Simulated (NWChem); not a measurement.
**MPW1B95-D3(BJ)/jorge-DZP (esp resp) run of GeH4 (germane)**

What is the energy difference between two shapes of GeH4 (germane) at MPW1B95-D3(BJ)/jorge-DZP (esp resp)? 

Program for the calculation: NWChem 7.3.0.

3 further runs of the same task are left out: 1 that didn't finish, 2 set aside as unsound or not needed.

## Step 1: Starting point

GeH4 has 5 atoms, charge 0, and is taken as a singlet. As SMILES, `[GeH4]`. The coordinates come from a PBE0-D4/def2-TZVP relaxation.

Bond lengths: Ge1–H2 1.534 Å, Ge1–H3 1.534 Å, Ge1–H4 1.534 Å, Ge1–H5 1.534 Å. Angles: H2–Ge1–H3 109.5°, H2–Ge1–H4 109.5°, H2–Ge1–H5 109.5°, H3–Ge1–H4 109.5°, H3–Ge1–H5 109.5°, H4–Ge1–H5 109.5°.

## Step 2: A single-point energy at MPW1B95-D3(BJ)/jorge-DZP (esp resp)

The input, geh4.nw:

```
echo
start geh4
title "GeH4"
memory stack 880 mb heap 220 mb global 1100 mb
charge 0

geometry units angstroms noautoz
   Ge    0.000100    0.000100    0.000000
   H     1.148100   -0.756300    0.680600
   H    -1.238800   -0.030000    0.904200
   H    -0.329200   -0.669100   -1.340600
   H     0.419800    1.455400   -0.244100
end

basis spherical bse
   Ge library jorge-DZP
   H library jorge-DZP
end

dft
   xc mpw1b95
   disp vdw 4
   grid fine
   iterations 150
   mulliken
end

esp
   restrain
   recalculate
end

task dft
task esp
```

Started as:

```bash
$ nwchem geh4.nw > geh4.out
```

The program printed:

```text
[...]
          Wavefunction type:  closed shell.
          No. of atoms     :     5
          No. of electrons :    36
[...]
          Charge           :     0
          Spin multiplicity:     1
[...]
          AO basis - number of functions:    63
[...]
              XC Information
              --------------
                      MPW1B95 Method XC Functional
                     Hartree-Fock (Exact) Exchange  0.310
                        mPW91  Exchange Functional  0.690
                         B95 Correlation Potential  1.000
[...]
 d= 0,ls=0.0,diis     1  -2079.6072523407 -2.13D+03  5.89D-03  6.00D+00     0.9
[...]
 d= 0,ls=0.0,diis     6  -2079.6246780574 -2.10D-07  2.47D-06  1.48D-08     4.0
         Total DFT energy =    -2079.624678057430
      One electron energy =    -2988.181603890449
           Coulomb energy =      943.987960686020
    Exchange-Corr. energy =      -80.850471306994
 Nuclear repulsion energy =       45.420427489725
    Dispersion correction =       -0.000991035733
[...]
      Total Density - Mulliken Population Analysis
     ---------------------------------------------
    Atom       Charge   Shell Charges
 -----------   ------   -------------------------------------------------------
    1 Ge  32    31.53   0.37  0.71  0.87  1.03  0.99  2.01  0.83  0.49  2.50  2.51  1.24  5.74  1.07  1.18  8.18  1.80  0.00
    2 H    1     1.12   0.75  0.35  0.01
    3 H    1     1.12   0.75  0.35  0.01
    4 H    1     1.12   0.75  0.35  0.01
    5 H    1     1.12   0.75  0.35  0.01
[...]
 Dipole moment                                  0.010422    0.010310    0.010310
 Quadrupole moment Qxx                         -0.004385   -0.004156   -0.004156
                   Qyy                          0.007602    0.007673    0.007673
                   Qzz                         -0.003217   -0.003517   -0.003517
[...]
```

It took 5.1 s on 1 thread of Intel Xeon 6975P-C (Granite Rapids), shared host; peak memory 0.12 GiB.

## Step 3: The distorted shape, same level

The input, geh4.nw:

```
start geh4
memory 2200 mb
geometry units angstroms
zmatrix
  Ge
  H 1 r2
  H 1 r3 2 a3
  H 1 r4 3 a4 2 d4
  H 1 r5 4 a5 3 d5
variables
  r2 1.759764
  r3 1.753177
  a3 100.38522
  r4 1.271347
  a4 116.15052
  d4 130.30814
  r5 1.5296
  a5 121.83499
  d5 -121.99707
end
end
basis spherical bse
Ge library jorge-DZP
H library jorge-DZP
end
dft
xc mpw1b95
mult 1
disp vdw 4
grid fine
iterations 150
mulliken
print medium
end
esp
restrain
recalculate
end
task dft energy
task esp
```

Started as:

```bash
$ nwchem geh4.nw > geh4.out
```

The program printed:

```text
[...]
          Wavefunction type:  closed shell.
          No. of atoms     :     5
          No. of electrons :    36
[...]
          Charge           :     0
          Spin multiplicity:     1
[...]
          AO basis - number of functions:    63
[...]
              XC Information
              --------------
                      MPW1B95 Method XC Functional
                     Hartree-Fock (Exact) Exchange  0.310
                        mPW91  Exchange Functional  0.690
                         B95 Correlation Potential  1.000
[...]
 d= 0,ls=0.0,diis     1  -2079.5415034490 -2.12D+03  7.15D-03  6.02D+00     0.9
[...]
 d= 0,ls=0.0,diis     6  -2079.5618569651 -6.35D-07  4.83D-06  7.79D-08     4.1
         Total DFT energy =    -2079.561856965120
      One electron energy =    -2986.694541940928
           Coulomb energy =      943.038714282102
    Exchange-Corr. energy =      -80.823575070208
 Nuclear repulsion energy =       44.918593382592
    Dispersion correction =       -0.001047618678
[...]
      Total Density - Mulliken Population Analysis
     ---------------------------------------------
    Atom       Charge   Shell Charges
 -----------   ------   -------------------------------------------------------
    1 Ge  32    31.57   0.37  0.71  0.87  1.03  0.99  2.01  0.82  0.52  2.50  2.51  1.24  5.74  1.04  1.25  8.18  1.80  0.00
    2 H    1     1.11   0.67  0.43  0.01
    3 H    1     1.11   0.67  0.43  0.01
    4 H    1     1.11   0.85  0.23  0.02
    5 H    1     1.10   0.75  0.33  0.02
[...]
 Dipole moment                                  0.471552    0.470543    0.470543
 Quadrupole moment Qxx                          0.156535    0.159567    0.159567
                   Qyy                         -0.147689   -0.141110   -0.141110
                   Qzz                         -0.008846   -0.018456   -0.018456
[...]
```

Wall time 5.1 s (1 thread of Intel Xeon 6975P-C (Granite Rapids), shared host); peak memory 0.12 GiB.

## Step 4: Summary of results

Level: MPW1B95-D3(BJ)/jorge-DZP (esp resp).

| quantity | value |
| --- | --- |
| first shape: total energy | -2079.62468 Eh |
| first shape: dipole moment | 0.00 D |
| first shape: HOMO energy | -9.85 eV |
| first shape: LUMO energy | 1.47 eV |
| first shape: HOMO–LUMO gap | 11.32 eV |
| first shape: dispersion energy | -2.60 kJ/mol |
| distorted shape: total energy | -2079.56186 Eh |
| distorted shape: dipole moment | 1.27 D |
| distorted shape: HOMO energy | -8.82 eV |
| distorted shape: LUMO energy | 0.63 eV |
| distorted shape: HOMO–LUMO gap | 9.46 eV |
| distorted shape: dispersion energy | -2.75 kJ/mol |
| energy change with the atoms displaced | 1.709 eV |

**Reading.** With the atoms displaced the energy rises by 1.71 eV (165 kJ/mol). The first shape isn't relaxed at this level, so the change isn't measured from a minimum. Mulliken charges (distorted shape) run from -0.11 on H2 to +0.43 on Ge1.
